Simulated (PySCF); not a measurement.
# C₅H₆O₂: geometry, NMR shifts

What NMR shifts should C₅H₆O₂ (`COc1ccco1`) show?

Programs: PySCF 2.14.0, with density-fitted response routines of our own. Each step states its level of theory. These are calculated values for one molecule in the gas phase, unless marked as measured. Atoms count from 0, in the outputs and in this text.

## Step 1: Starting geometry

13 atoms, charge 0, multiplicity 1; geometry from: GFN2-xTB.

Bonds of the start (Å): C0–O1 1.41, O1–C2 1.34, C2–C3 1.36, C3–C4 1.42, C4–C5 1.36, C5–O6 1.36, O6–C2 1.34, C0–H7 1.09, C0–H8 1.09, C0–H9 1.09, C3–H10 1.07, C4–H11 1.07, C5–H12 1.07.

## Step 2: Geometry optimisation at PBE0-D3(BJ)/def2-SVP

The job: settings as JSON, then the geometry in Å.

```
{"job": {"xc": "PBE0", "basis": "def2-SVP", "d3": "d3bj", "grid": 1, "kind": "geom"}, "charge": 0, "multiplicity": 1}
C     -2.286061     0.282213    -0.143545
O     -1.362080    -0.778997    -0.001099
C     -0.071903    -0.419423     0.107227
C      1.025276    -1.215456     0.255536
C      2.128903    -0.325444     0.319751
C      1.623546     0.926915     0.206491
O      0.271601     0.880322     0.075926
H     -2.251960     0.952467     0.720123
H     -2.084552     0.861081    -1.049414
H     -3.265771    -0.185275    -0.212784
H      1.035985    -2.282263     0.310181
H      3.158731    -0.593892     0.434878
H      2.073898     1.898236     0.201818
```

**Question.** This job is followed by: GIAO PBE0/pcSseg-0 NMR shielding, non-relativistic, gas phase. Predict these results of the whole session: point group; rotational constants (main isotopes); ¹³C shifts against TMS (PBE0/pcSseg-0); ¹H shifts against TMS (PBE0/pcSseg-0, means over atoms taken as alike); ¹⁷O shifts against H2O (PBE0/pcSseg-0).

**Answer**, as computed:

| quantity | value |
| --- | --- |
| point group | Cs |
| rotational constants (main isotopes) | 7.57, 2.19, 1.72 GHz |
| ¹³C shifts against TMS (PBE0/pcSseg-0) | 172.6, 143.0, 124.9, 92.9, 57.8 ppm |
| ¹H shifts against TMS (PBE0/pcSseg-0, means over atoms taken as alike) | 6.81, 6.29, 5.23, 4.12 ppm |
| ¹⁷O shifts against H2O (PBE0/pcSseg-0) | 284.8, 83.9 ppm |

What this shows: The optimisation took 4 steps and gained 0.045 eV; among the close pairs (by a distance rule), C4–H11 changed most, from 1.070 to 1.088 Å. At PBE0/pcSseg-0: Shielding is most anisotropic at O6 (span 325 ppm, paramagnetic term -353 ppm).
